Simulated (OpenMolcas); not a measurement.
# W³⁺ among point charges: CASSCF and CASPT2 levels and susceptibility, part 2 of 2

Aim: the splitting of the states of W³⁺ in the field of 6 point charges, its lowest levels with spin-orbit coupling and its magnetic susceptibility.

OpenMolcas 26.06; ANO-RCC-VDZP, DKH2, active space 3 electrons in 5 orbitals (5d), orbitals: per spin and parity. Surroundings: 6 point charges of -1.1 e arranged as a trigonal antiprism (D3d), 2.1 Å from the ion, with a polar angle of 50.4° against the regular 54.74°.

## 6. CASPT2: IPEA 0.25, imaginary shift 0.1 (closed shells correlated: 4f 5s 5p)

a.inp reads:

```
>>> COPY JOB001 $Project.JobIph
&CASPT2
Multistate=10 1 2 3 4 5 6 7 8 9 10
NoMult
Frozen=14 9
IPEA=0.25
Imaginary=0.1
MaxIter=60
WThr=0.0 0.3 0.05
PrWF=0.5
NoMix
>>> COPY JOB002 $Project.JobIph
&CASPT2
Multistate=40 1 2 3 4 5 6 7 8 9 10 11 12 13 14 15 16 17 18 19 20 21 22
23 24 25 26 27 28 29 30 31 32 33 34 35 36 37 38 39 40
NoMult
Frozen=14 9
IPEA=0.25
Imaginary=0.1
MaxIter=60
WThr=0.0 0.3 0.05
PrWF=0.5
NoMix
```

The log of the run:

```text
Orbital specifications:
      -----------------------

      Symmetry species                           1   2
                                                ag  au
      Frozen orbitals                           14   9
      Inactive orbitals                          1  10
      Active orbitals                            5   0
      Secondary orbitals                        16  13
      Deleted orbitals                           0   0
      Number of basis functions                 36  32
Type of calculation                        SS-CASPT2
      Fock operator                              state-specific
      IPEA shift                                 0.25
      Real shift                                 0.00
      Imaginary shift                            0.10
      The input orbitals will be transformed to quasi-canonical
Reference energy:      -16130.7128019692
      E2 (Non-variational):      -0.7755839212
      Shift correction:          -0.0001313261
      E2 (Variational):          -0.7757152473
      Total energy:          -16131.4885172165
      Residual norm:              0.0000001961
      Reference weight:           0.92279
      Contributions to the CASPT2 correlation energy
      Active & Virtual Only:         -0.0091491796
      One Inactive Excited:          -0.1106268007
      Two Inactive Excited:          -0.6558079409
Reference energy:      -16130.6739094585
      E2 (Non-variational):      -0.7759612956
      Shift correction:          -0.0001292542
      E2 (Variational):          -0.7760905498
      Total energy:          -16131.4500000083
      Residual norm:              0.0000007515
      Reference weight:           0.92285
      Contributions to the CASPT2 correlation energy
      Active & Virtual Only:         -0.0089145054
      One Inactive Excited:          -0.1122525355
      Two Inactive Excited:          -0.6547942546
::    CASPT2 Root  1     Total energy: -16131.48851722
::    CASPT2 Root  2     Total energy: -16131.45000001
::    CASPT2 Root  3     Total energy: -16131.45008480
::    CASPT2 Root  4     Total energy: -16131.44334904
::    CASPT2 Root  5     Total energy: -16131.42816803
::    CASPT2 Root  6     Total energy: -16131.41887624
::    CASPT2 Root  7     Total energy: -16131.41900129
::    CASPT2 Root  8     Total energy: -16131.39335091
::    CASPT2 Root  9     Total energy: -16131.39321480
::    CASPT2 Root 10     Total energy: -16131.36580091
Orbital specifications:
      -----------------------

      Symmetry species                           1   2
                                                ag  au
      Frozen orbitals                           14   9
      Inactive orbitals                          1  10
      Active orbitals                            5   0
      Secondary orbitals                        16  13
      Deleted orbitals                           0   0
      Number of basis functions                 36  32
Type of calculation                        SS-CASPT2
      Fock operator                              state-specific
      IPEA shift                                 0.25
      Real shift                                 0.00
      Imaginary shift                            0.10
      The input orbitals will be transformed to quasi-canonical
Reference energy:      -16130.6538350828
      E2 (Non-variational):      -0.7803863924
      Shift correction:          -0.0001997729
      E2 (Variational):          -0.7805861653
      Total energy:          -16131.4344212480
      Residual norm:              0.0000001286
      Reference weight:           0.91927
      Contributions to the CASPT2 correlation energy
      Active & Virtual Only:         -0.0133254014
      One Inactive Excited:          -0.1092047776
      Two Inactive Excited:          -0.6578562133
Reference energy:      -16130.6538350816
      E2 (Non-variational):      -0.7804523483
      Shift correction:          -0.0002019262
      E2 (Variational):          -0.7806542745
      Total energy:          -16131.4344893561
      Residual norm:              0.0000001235
      Reference weight:           0.91923
      Contributions to the CASPT2 correlation energy
      Active & Virtual Only:         -0.0133844697
      One Inactive Excited:          -0.1092117238
      Two Inactive Excited:          -0.6578561548
::    CASPT2 Root  1     Total energy: -16131.43442125
::    CASPT2 Root  2     Total energy: -16131.43448936
::    CASPT2 Root  3     Total energy: -16131.43022272
::    CASPT2 Root  4     Total energy: -16131.43011982
::    CASPT2 Root  5     Total energy: -16131.42282281
::    CASPT2 Root  6     Total energy: -16131.41410224
::    CASPT2 Root  7     Total energy: -16131.40778067
::    CASPT2 Root  8     Total energy: -16131.40758454
::    CASPT2 Root  9     Total energy: -16131.40178876
::    CASPT2 Root 10     Total energy: -16131.39365053
::    CASPT2 Root 11     Total energy: -16131.39384058
::    CASPT2 Root 12     Total energy: -16131.39070680
::    CASPT2 Root 13     Total energy: -16131.39060756
::    CASPT2 Root 14     Total energy: -16131.39324333
::    CASPT2 Root 15     Total energy: -16131.38402150
::    CASPT2 Root 16     Total energy: -16131.37595767
::    CASPT2 Root 17     Total energy: -16131.37598213
::    CASPT2 Root 18     Total energy: -16131.37358201
::    CASPT2 Root 19     Total energy: -16131.37364030
::    CASPT2 Root 20     Total energy: -16131.37029727
::    CASPT2 Root 21     Total energy: -16131.35735694
::    CASPT2 Root 22     Total energy: -16131.35730466
::    CASPT2 Root 23     Total energy: -16131.34710362
::    CASPT2 Root 24     Total energy: -16131.34703390
::    CASPT2 Root 25     Total energy: -16131.34513764
::    CASPT2 Root 26     Total energy: -16131.33929469
::    CASPT2 Root 27     Total energy: -16131.33883822
::    CASPT2 Root 28     Total energy: -16131.33811612
::    CASPT2 Root 29     Total energy: -16131.33117208
::    CASPT2 Root 30     Total energy: -16131.33120080
```

This run took 6.1 s in all on 1 thread of Arm Neoverse V2, shared host.

SS-CASPT2: lowest energy less the reference's lowest, -0.7757 hartree; reference weights 0.905 to 0.923.

States without spin-orbit coupling:

```
state  degeneracy  E (cm-1)  free-ion L (%)
  4A2           1         0          F (98)
   4E           2      8444          F (98)
  4A1           1      9913         F (100)
   2E           2     11865          G (54)
   2E           2     12805          G (52)
  4A2           1     13245          F (84)
  2A2           1     14418          G (51)
   4E           2     15271          F (79)
  2A1           1     16332          D (45)
   2E           2     17741          D (42)
  2A1           1     19035          G (93)
   2E           2     20800          H (49)
   4E           2     20902          P (77)
  2A2           1     20910          H (48)
   2E           2     21478          G (62)
  2A1           1     22934          H (57)
   2E           2     24701          H (63)
   2E           2     25219          P (46)
  2A2           1     25946          H (46)
  4A2           1     26933          P (83)
   2E           2     28792          H (42)
   2E           2     31044          G (34)
  2A1           1     31468          D (56)
  2A2           1     32751          H (61)
```

With spin-orbit coupling:

| E (cm-1) | Degeneracy | Label | 2S+1 | g |
| --- | --- | --- | --- | --- |
| 0 | 2 | E1/2 | 4 | 1.50 1.60 1.60 |
| 800 | 2 | E3/2 | 4 | 0.00 0.00 3.57 |
| 7650 | 2 | E1/2 | 4 | 0.37 0.37 2.27 |
| 7840 | 2 | E3/2 | 4 | 0.00 0.00 1.29 |
| 9730 | 2 | E1/2 | 4 | 0.56 1.23 1.23 |
| 11070 | 2 | E3/2 | 4 | 0.00 0.00 2.14 |
| 11120 | 2 | E1/2 | 4 | 1.85 1.85 3.17 |
| 11740 | 2 | E1/2 | 4 | 1.85 1.85 2.27 |
| 12010 | 2 | E3/2 | 2 | 0.00 0.00 5.16 |
| 12230 | 2 | E1/2 | 2 | 0.34 0.34 2.84 |
| 14280 | 2 | E1/2 | 2 | 0.04 0.04 1.35 |
| 14300 | 2 | E3/2 | 2 | 0.00 0.00 0.73 |
| 15010 | 2 | E1/2 | 4 | 0.51 0.51 1.11 |
| 15670 | 2 | E1/2 | 2 | 0.38 0.38 1.04 |
| 17040 | 2 | E1/2 | 4 | 1.74 1.74 2.98 |
| 17860 | 2 | E1/2 | 4 | 2.01 2.33 2.33 |
| 17930 | 2 | E3/2 | 4 | 0.00 0.00 2.64 |
| 20130 | 2 | E1/2 | 4 | 0.91 2.43 2.43 |
| 20320 | 2 | E3/2 | 4 | 0.00 0.00 4.84 |
| 20430 | 2 | E1/2 | 4 | 0.04 0.04 1.93 |
| 21270 | 2 | E1/2 | 2 | 0.01 0.01 2.52 |
| 21740 | 2 | E3/2 | 4 | 0.00 0.00 2.03 |
| 22360 | 2 | E3/2 | 2 | 0.00 0.00 1.61 |
| 22390 | 2 | E1/2 | 2 | 0.47 0.48 1.56 |

Powder χT (cm³ K/mol): 0.23 at 2 K, 0.23 at 5 K, 0.23 at 10 K, 0.24 at 20 K, 0.25 at 50 K, 0.28 at 100 K, 0.30 at 150 K, 0.32 at 200 K, 0.35 at 250 K, 0.37 at 300 K.

## 7. The methods side by side

A. CASSCF
B. SS-CASPT2, IPEA 0.25, imaginary shift 0.1 (closed shells correlated: 4f 5s 5p)

| method | ground state | first state of that spin (cm-1) | first gap with spin-orbit (cm-1) | χT at 300 K |
| --- | --- | --- | --- | --- |
| A | 4A2 | 4E 8536 | 759.6 | 0.40 |
| B | 4A2 | 4E 8444 | 802.0 | 0.37 |

## 8. Summary of results

The summary covers parts 1 to 2.

```
                                            quantity                                                                           value
                                              method  SS-CASPT2, IPEA 0.25, imaginary shift 0.1 (closed shells correlated: 4f 5s 5p)
                              spin-free ground state                                                 4A2, 1-fold in its orbital part
first state of the same spin within the active space                                                                 4E at 8440 cm⁻¹
                                        lowest level                                               2-fold E1/2, g = 1.50, 1.60, 1.60
                                          next level                                                                      802.0 cm⁻¹
                                         χT at 300 K                                                                  0.37 cm³ K/mol
                           effective moment at 300 K                                                                         1.72 μB
```

Cost by method:

```csv
method,time of its own steps,time with the reference
A. CASSCF,9.5 s,9.5 s
"B. SS-CASPT2, IPEA 0.25, imaginary shift 0.1, +4f 5s 5p",6.1 s,16 s
```

Times are of one thread on a shared host.

What this shows: The spin-free ground state (4A2) comes to 98 % from free-ion F terms and keeps the highest spin of the shell. χT at 300 K is 0.37, against 1.88 cm³ K/mol for the spin alone, so spin-orbit coupling lowers it. CASPT2 does not keep the components of a term degenerate, and the means are used. The field of point charges can differ much from that of real complexes. This is an electrostatic model: the charges have no orbitals.
